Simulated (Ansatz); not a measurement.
## CH5SSb, SMILES C[S][SbH2]: a polarisability from point charges, step by step

Computed with the Python package of Ansatz (0.2.0).

Interactive session:
```pycon
>>> import ansatz
>>> import numpy as np
>>> GEOMETRY = """
... C    -0.65230    1.04020   -0.43110
... S    -0.89260   -0.11000    0.91370
... Sb    0.64020   -1.71550   -0.10150
... H    -0.94290    0.63140   -1.40350
... H     0.35970    1.40350   -0.53310
... H    -1.33880    1.98580   -0.24300
... H     2.08060   -0.70170    0.32410
... H     0.83840   -2.59080    1.41880
... """
>>> geometry = ansatz.Crystal.molecule()
>>> for line in GEOMETRY.strip().splitlines():
...     symbol, *xyz = line.split()
...     geometry = geometry.atom(symbol, [float(v) for v in xyz])
...
>>> model = (
...     geometry.calculation()
...     .basis(gaussian="def2-SVPD")
...     .functional("cam_b3lyp")
...     .forces()
... )
>>> # charges +q and -q at -R and +R make a nearly even field 2 k q / R^2 at the centre
>>> centre = np.mean([site.position_ang for site in geometry.cartesian_sites], axis=0)
>>> field = 2 * 14.399645 * 4.0 / 30.0 ** 2
>>> def dipole(axis, sign):
...     arm = 30.0 * np.eye(3)[axis]
...     pair = [{"charge": sign * 4.0, "position_ang": (centre - arm).tolist()}, {"charge": -sign * 4.0, "position_ang": (centre + arm).tolist()}]
...     deck = model.input().set(ansatz.key.basis.gaussian.point_charges, pair)
...     return np.array(ansatz.Session.from_dict(deck).plan().execute().report["charge_distribution"]["dipole_moment_e_ang"])
...
>>> print(f"field {field:.4f} V/A")
field 0.1280 V/A
>>> alpha = np.array([(dipole(axis, 1) - dipole(axis, -1)) / (2 * field) * 14.399645 for axis in range(3)])

>>> print("polarisability tensor (A^3)")
polarisability tensor (A^3)
>>> print(np.array2string(alpha, precision=3, suppress_small=True))
[[11.992 -2.018 -0.474]
 [-2.044 13.489 -0.122]
 [-0.472 -0.12  10.799]]
>>> print(f"mean {np.trace(alpha) / 3:.3f} A^3 = {np.trace(alpha) / 3 / 0.14818471:.2f} bohr^3")
mean 12.093 A^3 = 81.61 bohr^3
```

The geometry is a force-field or estimated start, not a minimum of this method, and the basis set is short of its limit. The field of two point charges is only nearly even. def2 sets replace the cores of elements past krypton by effective core potentials. Finished in 45 s on 1 thread of Arm Neoverse V2 (shared host), peak memory 0.39 GiB.

(Lines on the test bed's own set-up are left out of the output.)
